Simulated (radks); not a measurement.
**Valence configurations of Sn⁺**

One table from this session's results is given with a row withheld; the runs are named, their logs left out.

Program: radks (a radial shooting solver on a logarithmic mesh, Libxc functionals) version 1. Level of theory: non-relativistic Kohn-Sham, r2SCAN, spin-polarised, spherical densities, point nucleus; open shells are filled with parallel spins first. These are calculated values, not measurements, unless marked.

## What is computed

- element: tin (Z = 50)
- charge: +1
- electrons: 49
- configuration: [Kr] 4d10 5s2 5p1
- others tried: 4d9 5s2 5p2; 4d9.5 5s2 5p1.5; 4d10 5s1.5 5p1.5; 4d10 5s1 5p2; 4d10 5p3; 4d8 5s2 5p3; 4d9.5 5s1.5 5p2; 4d8.5 5s2 5p2.5; 4d8.5 5s1.5 5p3

Outer shells as boxes (Hund's rule):

Sn⁺
```
[Kr] core
4d [↑↓][↑↓][↑↓][↑↓][↑↓]
5s [↑↓]
5p [↑ ][  ][  ]
```

The first run:

Settings of this run:

```text
Z 50
configuration [Kr] 4d10 5s2 5p1
relativity non-relativistic
functional r2scan,r2scan
spin polarised
nucleus point
```

Among the steps run: [Kr] 4d10 5s2 5p1.

One table of the session follows, with a row left open; its other results are not shown here.

It belongs to the step «[Kr] 4d10 5s2 5p1». Sizes of the orbitals, from the radial functions (bohr):

```
  level     <r>  outermost maximum (interpolated)  90 % within  nodes
  4p up  0.9001                             0.801         1.32      2
4p down  0.9001                             0.801         1.32      2
  4d up   1.087                             0.882         1.69      1
4d down   1.083                             0.882         1.68      1
  5s up       ?                                 ?            ?      ?
5s down   2.393                              2.07         3.51      4
  5p up   2.894                              2.46         4.28      3
5p down   2.806                              2.43         4.12      3
```

Q: Estimate the row for 5s up from the others.

The run gave: <r>: 2.425; outermost maximum (interpolated): 2.09; 90 % within: 3.56; nodes: 4. In the column «<r>» it lies between 5s down (2.393) and 5p down (2.806).

To keep in mind: Relativity is left out, which favours d and f over s occupation in heavy atoms.
